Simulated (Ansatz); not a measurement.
# C2H7AlSi: the cost of one run

All numbers below are computed with Ansatz 0.2.0 (RKS r2SCAN-D4/cc-pVDZ).

### Step 1. The structure to begin with

Bond lengths: C1–C2 1.298 Å, C2–Al3 1.948 Å, C2–Si4 1.801 Å, C1–H5 1.152 Å, C1–H6 1.074 Å, Al3–H7 1.646 Å, Al3–H8 1.581 Å, Si4–H9 1.527 Å, Si4–H10 1.410 Å, Si4–H11 1.512 Å. Angles (14 of 15 angles, heavy atoms first): C1–C2–Al3 119.0°, C1–C2–Si4 123.2°, Al3–C2–Si4 117.4°, C2–C1–H5 118.5°, C2–C1–H6 127.0°, C2–Al3–H7 120.3°, C2–Al3–H8 122.1°, C2–Si4–H9 107.7°, C2–Si4–H10 113.2°, C2–Si4–H11 109.7°, H5–C1–H6 114.4°, H7–Al3–H8 117.5°, H9–Si4–H10 110.5°, H9–Si4–H11 104.6°.

As a file:

```xyz
11

C     0.1103    1.5369    0.3975
C     0.0384    0.2648    0.1488
Al    1.1626   -0.9617    1.1617
Si   -0.9285   -0.4224   -1.2070
H    -0.5520    2.2546   -0.2128
H     0.6934    2.0133    1.1633
H     2.1683   -0.3917    2.3328
H     1.2169   -2.5091    0.8423
H    -2.1964    0.4172   -1.3451
H    -0.2244   -0.4579   -2.4283
H    -1.4233   -1.8009   -0.8325
```

### Step 2. End point A

File input.yaml:

```yaml
crystal:
  periodic: [false, false, false]
  atoms:
    - { symbol: C, position_ang: [0.1103, 1.5369, 0.3975] }
    - { symbol: C, position_ang: [0.0384, 0.2648, 0.1488] }
    - { symbol: Al, position_ang: [1.1626, -0.9617, 1.1617] }
    - { symbol: Si, position_ang: [-0.9285, -0.4224, -1.207] }
    - { symbol: H, position_ang: [-0.552, 2.2546, -0.2128] }
    - { symbol: H, position_ang: [0.6934, 2.0133, 1.1633] }
    - { symbol: H, position_ang: [2.1683, -0.3917, 2.3328] }
    - { symbol: H, position_ang: [1.2169, -2.5091, 0.8423] }
    - { symbol: H, position_ang: [-2.1964, 0.4172, -1.3451] }
    - { symbol: H, position_ang: [-0.2244, -0.4579, -2.4283] }
    - { symbol: H, position_ang: [-1.4233, -1.8009, -0.8325] }
basis:
  gaussian: { orbitals: cc-pVDZ }
hamiltonian:
  xc: r2scan
  dispersion: d4
relax:
  f_tol: 0.02
  max_steps: 50
output:
  orbitals: {}
```

On the command line:

```sh
ansatz run input.yaml --threads 2 --pin off --max-ram 3072MiB --backend cpu --events-out ev --progress --plain --runs-dir out
```

What time and memory should one allow on 2 threads of AMD EPYC 9R14 (Zen 4), shared host?

About 30 s, with a peak of 0.19 GiB.
